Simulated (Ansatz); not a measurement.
# GeH₅ (doublet): wave-function methods side by side at distance H1–H2 along a hydrogen transfer = 1.109 Å, cc-pVTZ

The task here is to estimate one member of a computed series from the others.

The runs use Ansatz 0.2.0, Gaussian basis; cc-pVTZ, core rule «outside noble gas», up to 14 orbitals frozen.

To be run: UHF; CCSD(T) on ROHF; CCSD(T) on UHF; BCCD(T) on ROHF; CISD; CCSDT(Q) on ROHF; CCSDT(Q) on UHF; CASSCF and NEVPT2, 3 electrons in 3 orbitals; CASSCF and NEVPT2, 9 electrons in 9 orbitals.

## The geometry

The geometry derives from fragments relaxed apart (PBE0/def2-TZVP) and kept rigid, so it is no stationary point. A hydrogen atom is moved between rigid fragments. No spin-orbit coupling is included. The filled d shell of Ge may be among the frozen orbitals whatever the setting's name suggests; the logs give the count.

6 atoms, charge 0, spin multiplicity 2.

Atoms are counted from 1 here; the program's logs count them from 0.

Bond lengths: H2–Ge3 1.530 Å, Ge3–H4 1.539 Å, Ge3–H5 1.539 Å, Ge3–H6 1.539 Å. Angles: H2–Ge3–H4 107.7°, H2–Ge3–H5 107.7°, H2–Ge3–H6 107.7°, H4–Ge3–H5 111.2°, H4–Ge3–H6 111.2°, H5–Ge3–H6 111.2°.

As a file:

```
H    -2.60315    0.00000    0.00000
H    -1.49415    0.00000    0.00000
Ge    0.03585    0.00000    0.00000
H     0.50452   -1.46592    0.00000
H     0.50452    0.73296   -1.26952
H     0.50452    0.73296    1.26952
```

The first run:

Input file in.yaml:

```yaml
crystal:
  periodic: [false, false, false]
  atoms:
    - {symbol: H, position_ang: [-2.603149, 0.000000, -0.000001]}
    - {symbol: H, position_ang: [-1.494149, 0.000000, 0.000000]}
    - {symbol: Ge, position_ang: [0.035851, 0.000000, 0.000000]}
    - {symbol: H, position_ang: [0.504520, -1.465915, 0.000000]}
    - {symbol: H, position_ang: [0.504520, 0.732957, -1.269519]}
    - {symbol: H, position_ang: [0.504520, 0.732957, 1.269520]}
basis:
  gaussian: {orbitals: cc-pVTZ}
magnetization: {spin_polarized: true, initial_magnetization: 1}
hamiltonian: {xc: hf}
output: {orbitals: {seedname: orbitals}}
```

On the command line:

```bash
$ ansatz run in.yaml --threads 1 --pin off --events-out ev --progress --plain --max-ram 7936MiB --backend cpu
```

Among the steps run: UHF; CCSD(T) on ROHF; CCSD(T) on UHF; BCCD(T) on ROHF; CISD; CCSDT(Q) on ROHF; CCSDT(Q) on UHF; CASSCF and NEVPT2, 3 electrons in 3 orbitals; CASSCF and NEVPT2, 9 electrons in 9 orbitals.

One table of the session follows, with a row left open; its other results are not shown here.

```
        method  from UCCSDT(Q) (kcal/mol)
          ROHF                    +119.25
           UHF                    +116.28
          RMP2                     +23.35
          UMP2                     +23.18
          CISD                     +10.20
         RCCSD                      +3.37
         UCCSD                      +3.29
      RCCSD(T)                      +0.61
      UCCSD(T)                      +0.59
       BCCD(T)                      +0.60
        RCCSDT                      +0.11
        UCCSDT                      +0.07
     RCCSDT(Q)                      +0.03
     UCCSDT(Q)                          0
   CASSCF pair                          ?
   NEVPT2 pair                     +23.30
CASSCF valence                     +79.91
NEVPT2 valence                     +22.10
```

Estimate the missing values for CASSCF pair.

The run gave: from UCCSDT(Q) (kcal/mol): +108.56. In the column «from UCCSDT(Q) (kcal/mol)» it lies between CASSCF valence (+79.91) and UHF (+116.28).

Caveats from the session: Restricted and unrestricted rows rest on different reference determinants; where their highest levels disagree by more than a few hundredths of an eV, they describe different states and don't form one ladder.
